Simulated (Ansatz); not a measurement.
# AlFGeH₄: small, medium and large basis sets

The task here is to estimate one member of a computed series from the others.

Program: Ansatz 0.2.0, Gaussian basis. Level of theory: one geometry, several basis sets. These are calculated values, not measurements.

The runs, in order: PBE0-D4/def2-SVP; ωB97M-V/def2-SVP; PBE0-D4/def2-QZVPP; ωB97M-V/def2-QZVPP; the functionals' def2-TZVPP values are taken from earlier runs.

## The relaxed structure

All runs share one geometry, relaxed beforehand with PBE0-D4 in a triple-zeta def2 set.

SMILES `[F][GeH2][AlH2]`, 7 atoms, charge 0, spin multiplicity 1.

Atoms are counted from 1 here; the program's logs count them from 0.

Bond lengths: F1–Ge2 1.758 Å, Ge2–Al3 2.493 Å, Ge2–H4 1.546 Å, Ge2–H5 1.546 Å, Al3–H6 1.587 Å, Al3–H7 1.583 Å. Angles: F1–Ge2–Al3 108.2°, F1–Ge2–H4 104.5°, F1–Ge2–H5 104.5°, Al3–Ge2–H4 115.6°, Al3–Ge2–H5 115.7°, H4–Ge2–H5 107.3°, Ge2–Al3–H6 118.2°, Ge2–Al3–H7 120.5°, H6–Al3–H7 121.3°.

The first run:

The input, in.yaml:

```yaml
crystal:
  periodic: [false, false, false]
  atoms:
    - {symbol: F, position_ang: [-2.229174, 0.085229, 0.223533]}
    - {symbol: Ge, position_ang: [-0.744055, -0.302557, -0.633193]}
    - {symbol: Al, position_ang: [1.179826, 0.371083, 0.802720]}
    - {symbol: H, position_ang: [-0.856087, -1.814147, -0.935461]}
    - {symbol: H, position_ang: [-0.868363, 0.445699, -1.979881]}
    - {symbol: H, position_ang: [2.647673, 0.124503, 0.252787]}
    - {symbol: H, position_ang: [0.931479, 1.022090, 2.223794]}
basis:
  gaussian: {orbitals: def2-SVP}
hamiltonian: {xc: pbe0, dispersion: d4}
output: {orbitals: {seedname: orbitals}}
```

On the command line:

```console
$ ansatz run in.yaml --threads 2 --pin off --events-out ev --progress --plain --max-ram 4352MiB
```

Among the steps run: PBE0-D4 in def2-SVP; ωB97M-V in def2-SVP; PBE0-D4 in def2-QZVPP; ωB97M-V in def2-QZVPP.

One of the session's tables, all rows but one given; the rest of the session is left out.

It belongs to the step «Functionals by basis». 

```
functional       basis  HOMO (eV)  LUMO (eV)
   PBE0-D4    def2-SVP      -7.74      -2.36
   PBE0-D4  def2-TZVPP      -7.80      -2.37
   PBE0-D4  def2-QZVPP      -7.81      -2.37
   ωB97M-V    def2-SVP          ?          ?
   ωB97M-V  def2-TZVPP      -9.82      -0.73
   ωB97M-V  def2-QZVPP      -9.84      -0.80
```

**Question.** Estimate the row for ωB97M-V, def2-SVP.

As computed: HOMO (eV): -9.72; LUMO (eV): -0.66. In the column «HOMO (eV)» it lies between ωB97M-V, def2-TZVPP (-9.82) and PBE0-D4, def2-QZVPP (-7.81).
